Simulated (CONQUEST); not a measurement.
A run of CONQUEST 1.3 is set up as follows.

Contents of Conquest_input:

```
IO.Title KI
IO.Coordinates coords.dat
IO.FractionalAtomicCoords T
IO.Iprint 2
IO.Iprint_init 1
General.NumberOfSpecies 2
General.PseudopotentialType hamann
AtomMove.TypeOfRun static
AtomMove.FullStress T
Grid.GridCutoff 120
DM.SolutionMethod diagon
Diag.MPMesh T
Diag.GammaCentred T
Diag.MPMeshX 6
Diag.MPMeshY 3
Diag.MPMeshZ 1
Diag.kT 0.00183747
minE.SCTolerance 1e-6
SC.MaxIters 100
IO.AtomChargeOutput T
SC.KerkerPreCondition T
SC.KerkerFactor 0.3
SC.LinearMixingFactor 0.3
IO.DumpChargeDensity T
IO.DumpESPot T
%block ChemicalSpeciesLabel
1 126.900 I
2 39.100 K
%endblock
```

Contents of coords.dat:

```
    9.4192763942     0.0000000000     0.0000000000
    0.0000000000    16.3146652863     0.0000000000
    0.0000000000     0.0000000000    47.5729092964
12
  0.0000000000   0.6666666670   0.7020794790 1 T T T
  0.5000000000   0.1666666670   0.7020794790 1 T T T
  0.0000000000   0.3333333330   0.6212476870 2 T T T
  0.5000000000   0.8333333330   0.6212476870 2 T T T
  0.0000000000   0.0000000000   0.5404158960 1 T T T
  0.5000000000   0.5000000000   0.5404158960 1 T T T
  0.0000000000   0.6666666670   0.4595841040 2 T T T
  0.5000000000   0.1666666670   0.4595841040 2 T T T
  0.0000000000   0.3333333330   0.3787523130 1 T T T
  0.5000000000   0.8333333330   0.3787523130 1 T T T
  0.0000000000   0.0000000000   0.2979205210 2 T T T
  0.5000000000   0.5000000000   0.2979205210 2 T T T
```

Potentials or basis: PseudoDojo NC PBE, DZP, grid cutoff 120 Ha.

The run is started by

```bash
$ OMP_NUM_THREADS=1 Conquest
```

Task: Estimate the band gap on the k mesh.

Result: None (metal or under the smearing width).

Task: What does it give for the Mulliken charges?

Result: I -0.16, -0.29; K +0.23, +0.29, +0.22 e.

Task: What does it give for the largest force?

Result: 0.478 eV/Å.

Stress tensor (GPa, compression positive):
```
0.20 0.00 0.00
0.00 0.22 0.00
0.00 0.00 0.00
```

Caveat: the box holds several primitive cells, so bands are folded and the points are those of the box's own zone; the basis of atomic orbitals isn't converged, which shifts pressures, moduli and gaps. The run has no spin-orbit coupling, so splittings on I are missing.
